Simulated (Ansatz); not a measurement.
# CuH₄+ (singlet): the correlation ladder, def2-SVP

An exercise on one series of results from a longer session: the logs are not shown, and one member is left open.

Program: Ansatz 0.2.0, Gaussian basis. Level of theory: def2-SVP, core rule «outside noble gas», up to 9 orbitals frozen. These are calculated values, not measurements.

To be run: UHF; CCSD(T) on RHF; CISD; CCSDT(Q) on RHF; CASSCF and MRCISD+Q, 14 electrons in 10 orbitals; CASSCF and MRCISD+Q(relaxed), 14 electrons in 10 orbitals; CASSCF and NEVPT2, 14 electrons in 10 orbitals.

25 further runs of the same task are left out: 5 for a known fault of the program, 11 that didn't finish, 9 set aside as unsound or not needed.

## The geometry

The geometry is a PBE0/def2-TZVP stationary point (not a proven minimum) of the parent state, kept for this charge and spin.

5 atoms, charge 1, spin multiplicity 1.

Atoms are counted from 1 here; the program's logs count them from 0.

Bond lengths: Cu1–H2 1.572 Å, Cu1–H3 1.572 Å, Cu1–H4 1.572 Å, Cu1–H5 1.572 Å. Angles: H2–Cu1–H3 35.7°, H2–Cu1–H4 144.3°, H2–Cu1–H5 180.0°, H3–Cu1–H4 180.0°, H3–Cu1–H5 144.3°, H4–Cu1–H5 35.7°.

Set-up of the first run:

File in.yaml:

```yaml
crystal:
  periodic: [false, false, false]
  atoms:
    - {symbol: Cu, position_ang: [0.000000, 0.000000, 0.000000]}
    - {symbol: H, position_ang: [0.000000, 0.481552, 1.496401]}
    - {symbol: H, position_ang: [0.000000, -0.481552, 1.496401]}
    - {symbol: H, position_ang: [0.000000, 0.481552, -1.496401]}
    - {symbol: H, position_ang: [0.000000, -0.481552, -1.496401]}
basis:
  gaussian: {orbitals: def2-SVP}
total_charge: 1
magnetization: {spin_polarized: true, initial_magnetization: 0}
hamiltonian: {xc: hf}
output: {orbitals: {seedname: orbitals}}
```

On the command line:

```console
$ ansatz run in.yaml --threads 1 --pin off --events-out ev --progress --plain --max-ram 2393MiB
```

Steps of the session up to this table: UHF; CCSD(T) on RHF; CISD; CCSDT(Q) on RHF; CASSCF and MRCISD+Q, 14 electrons in 10 orbitals; CASSCF and MRCISD+Q(relaxed), 14 electrons in 10 orbitals; CASSCF and NEVPT2, 14 electrons in 10 orbitals.

One table of the session follows, with a row left open; its other results are not shown here.

It belongs to the step «Misses and costs». 

| method | from RCCSDT(Q) (kJ/mol) |
| --- | --- |
| RHF | +953.3 |
| RMP2 | -29.9 |
| CISD | +97.1 |
| RCCSD | +32.2 |
| RCCSD(T) | -6.8 |
| RCCSDT | ? |
| RCCSDT(Q) | 0 |
| CASSCF valence | +749.1 |
| NEVPT2 valence | +48.0 |
| MRCISD valence | +57.6 |
| MRCISD+Q valence | +18.7 |
| MRCISD+Q(relaxed) valence | +10.1 |

**Question.** Estimate the row for RCCSDT.

**Answer.** from RCCSDT(Q) (kJ/mol): -5.9. In the column «from RCCSDT(Q) (kJ/mol)» it lies between RCCSD(T) (-6.8) and RCCSDT(Q) (0).
